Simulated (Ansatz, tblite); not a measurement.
# Mo(NH)2Cl2 (Cl₂H₂MoN₂): one state, many levels

Aim: run the singlet of Mo(NH)2Cl2 (Cl₂H₂MoN₂) at one geometry on many levels, and compare frontier levels, spin and run time.

The runs use Ansatz 0.2.0, Gaussian basis; as each input shows.

Plan: GFN1-xTB, GFN2-xTB, PBE-D4/def2-TZVP, r2SCAN-D4/def2-TZVP, PBE-QIDH/def2-TZVP, HF/def2-TZVP, r2SCAN0-D4/def2-TZVP, BLYP-D4/def2-TZVP, B3LYP-D4/def2-TZVP, BHLYP-D4/def2-TZVP, ωB97M-V/def2-TZVP, PBE-D4/def2-SVP, PBE0-D4/def2-SVP, CCSD(T)/def2-TZVP, RPA/def2-TZVP.

2 further runs of the same task are left out: 2 set aside as unsound or not needed.

### Step 1. The geometry

The singlet was relaxed beforehand with PBE-D4/def2-SVP.

7 atoms, charge 0, spin multiplicity 1.

Bond lengths: Mo1–N2 1.732 Å, Mo1–N4 1.732 Å, Mo1–Cl6 2.294 Å, Mo1–Cl7 2.294 Å, N2–H3 1.028 Å, N4–H5 1.028 Å. Angles: N2–Mo1–N4 108.9°, N2–Mo1–Cl6 107.7°, N2–Mo1–Cl7 107.7°, N4–Mo1–Cl6 107.8°, N4–Mo1–Cl7 107.7°, Cl6–Mo1–Cl7 116.8°, Mo1–N2–H3 153.7°, Mo1–N4–H5 153.5°.

Formally the metal is d0. Mo takes a core potential in the def2 sets. No spin-orbit coupling is included.

PBE0-D4/def2-TZVP was run before; its log isn't repeated, and its numbers join the tables.

### Step 2. GFN1-xTB

Tight binding, by tblite at 300 K electronic temperature and without a spin-polarisation term:

```python
tblite.interface.Calculator('GFN1-xTB', numbers, positions, charge=0, uhf=0).singlepoint()
```

Energy -494.1871 eV, HOMO -12.01 eV, LUMO -8.72 eV; 0.017 s.

### Step 3. GFN2-xTB

Tight binding, by tblite at 300 K electronic temperature and without a spin-polarisation term:

```python
tblite.interface.Calculator('GFN2-xTB', numbers, positions, charge=0, uhf=0).singlepoint()
```

Energy -493.1131 eV, HOMO -10.92 eV, LUMO -8.40 eV; 0.016 s.

### Step 4. PBE-D4/def2-TZVP

start.molden holds the orbitals of an earlier run on this state, given as this run's starting guess.

Contents of in.yaml:

```yaml
crystal:
  periodic: [false, false, false]
  atoms:
    - {symbol: Mo, position_ang: [-0.402936, 0.004288, -0.280206]}
    - {symbol: N, position_ang: [-0.379869, -0.019203, 1.451584]}
    - {symbol: H, position_ang: [0.087895, -0.032260, 2.366661]}
    - {symbol: N, position_ang: [1.227897, 0.011379, -0.864409]}
    - {symbol: H, position_ang: [2.248445, 0.008487, -0.742289]}
    - {symbol: Cl, position_ang: [-1.390747, 1.967561, -0.938989]}
    - {symbol: Cl, position_ang: [-1.390676, -1.940242, -0.992353]}
basis:
  gaussian: {orbitals: def2-TZVP, initial_orbitals: start.molden}
hamiltonian: {xc: pbe, dispersion: d4}
scf: {omitted_lower_state_checks: [starts]}
output: {orbitals: {seedname: orbitals}}
```

On the command line:

```
ansatz run in.yaml --threads 4 --pin off --events-out ev --progress --plain --max-ram 3916MiB
```

The runs that follow: r2SCAN-D4/def2-TZVP; PBE-QIDH/def2-TZVP; HF/def2-TZVP; r2SCAN0-D4/def2-TZVP; BLYP-D4/def2-TZVP; B3LYP-D4/def2-TZVP; BHLYP-D4/def2-TZVP; ωB97M-V/def2-TZVP; PBE-D4/def2-SVP; PBE0-D4/def2-SVP; CCSD(T)/def2-TZVP; RPA/def2-TZVP.

Before running them: what should the planned runs give, taken together? Wanted: gap in def2-TZVP, named functionals and Hartree-Fock, smallest and largest; correlation energy, CCSD(T)/def2-TZVP; binding an atom, functionals in def2-TZVP; PBE0 total energy, smallest basis above largest.

**Answer**, as computed:

| quantity | value |
| --- | --- |
| gap in def2-TZVP, named functionals and Hartree-Fock, smallest and largest | 3.44 eV (BLYP-D4), 11.99 eV (HF) |
| correlation energy, CCSD(T)/def2-TZVP | -37.18 eV |
| binding an atom, functionals in def2-TZVP | 3.23 (BHLYP-D4) to 3.87 eV (PBE-D4) |
| PBE0 total energy, smallest basis above largest | 12.65 eV (def2-SVP, def2-TZVP) |

In words: Over the named functionals and Hartree-Fock in def2-TZVP the gap runs from 3.44 eV (BLYP-D4) to 11.99 eV (HF); exact exchange widens it. Notes on CCSD(T)/def2-TZVP and its Hartree-Fock reference, which MP2 shares: restricted state is unstable towards broken spin symmetry.
